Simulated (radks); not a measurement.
# Spin polarisation of the 3d shell in Ti

One table from this session's results is given with a row withheld; the runs are named, their logs left out.

The numbers are computed with radks (a radial shooting solver on a logarithmic mesh, Libxc functionals) version 1 (scalar-relativistic Kohn-Sham, r2SCAN, spin-polarised, spherical densities, finite nucleus), except any that are marked as measured or tabulated.

## What is computed

- element: titanium (Z = 22)
- charge: 0
- electrons: 22
- configuration: [Ar] 3d(up 1, down 1) 4s2
- nuclear rms radius: 3.5921 fm

A shell typed twice in an input gives spin up, then spin down.

The first run:

Input:

```text
Z 22
configuration [Ar] 3d1 3d1 4s2
relativity scalar-relativistic
functional r2scan,r2scan
spin polarised
nucleus finite rms 3.5921 fm
c 137.035999084
```

Steps of the session up to this table: No moment.

One of the session's tables, all rows but one given; the rest of the session is left out.

It belongs to the step «No moment». Radial moments (bohr):

```
level      <r>  outermost maximum (interpolated)  90 % within  nodes
   1s  0.06960                            0.0456        0.124      0
   2s        ?                                 ?            ?      ?
   2p   0.2896                             0.220        0.476      0
   3s    1.007                             0.869         1.51      2
   3p    1.086                             0.902         1.67      1
   4s    3.538                              2.95         5.31      3
   3d    1.622                             0.985         2.92      0
```

**Question.** Estimate the row for 2s.

As computed: <r>: 0.3240; outermost maximum (interpolated): 0.268; 90 % within: 0.503; nodes: 1. In the column «<r>» it lies between 2p (0.2896) and 3s (1.007).
